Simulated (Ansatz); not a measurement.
# Zr3SnO8: the cost of one run

Program: Ansatz 0.2.0. PAW datasets, plane waves, zero pressure. The calculation is spin-unpolarised, and the structure need not be a phase that has been made.

### 1 Starting point

This is the cell as the run starts from it, not yet at rest; its lengths are not the crystal's.

It is orthorhombic, Cmmm (No. 65); a = 7.235 Å, b = 7.235 Å, c = 6.887 Å in the conventional setting, 15.02 Å³ an atom. Sn has 6 O at 2.21–2.22 Å; Zr has 6 O at 2.21–2.22 Å; O has 1 Sn at 2.21 Å and 2 Zr at 2.22 Å; O has 2 Zr at 2.21–2.22 Å and 1 Sn at 2.22 Å.

Coordinates:

```
CELL_PARAMETERS angstrom
3.61733 -3.61733 0.00000
3.61733 3.61733 0.00000
0.00000 0.00000 6.88738
ATOMIC_POSITIONS crystal
Sn 0.50000 0.50000 0.00000
Zr 0.00000 0.00000 0.75000
O 0.19403 0.19403 0.00000
O 0.80597 0.80597 0.00000
O 0.69403 0.30597 0.75000
O 0.30597 0.69403 0.75000
Zr 0.50000 0.50000 0.50000
Zr 0.00000 0.00000 0.25000
O 0.19403 0.19403 0.50000
O 0.80597 0.80597 0.50000
O 0.69403 0.30597 0.25000
O 0.30597 0.69403 0.25000
```

### 2 PBE: cell and atoms

File input.yaml:

```yaml
crystal:
  lattice:
    - [3.61733338, -3.61733338, 0.0]
    - [3.61733338, 3.61733338, 0.0]
    - [0.0, 0.0, 6.88737678]
  atoms:
    - { symbol: Sn, position: [0.5, 0.5, 0.0] }
    - { symbol: Zr, position: [0.0, 0.0, 0.75] }
    - { symbol: O, position: [0.1940277, 0.1940277, 0.0] }
    - { symbol: O, position: [0.8059723, 0.8059723, 0.0] }
    - { symbol: O, position: [0.6940277, 0.3059723, 0.75] }
    - { symbol: O, position: [0.3059723, 0.6940277, 0.75] }
    - { symbol: Zr, position: [0.5, 0.5, 0.5] }
    - { symbol: Zr, position: [0.0, 0.0, 0.25] }
    - { symbol: O, position: [0.1940277, 0.1940277, 0.5] }
    - { symbol: O, position: [0.8059723, 0.8059723, 0.5] }
    - { symbol: O, position: [0.6940277, 0.3059723, 0.25] }
    - { symbol: O, position: [0.3059723, 0.6940277, 0.25] }
kpoints:
  mp_grid: { grid: [4, 4, 4] }
hamiltonian:
  xc: pbe
scf:
  occupations: { method: fermi_dirac, width: 0.02 }
relax:
  f_tol: 0.005
  cell: {}
output:
  write_density: true
  write_potential: true
  elf: true
  volumetric_format: npy
```

**Question.** How long does this run take on 1 × NVIDIA H100 80GB HBM3 with 2 threads of AMD EPYC 7R13 (Zen 3), shared host, and how much memory does it need?

About 11 s, with a peak of 1.2 GiB on the host.
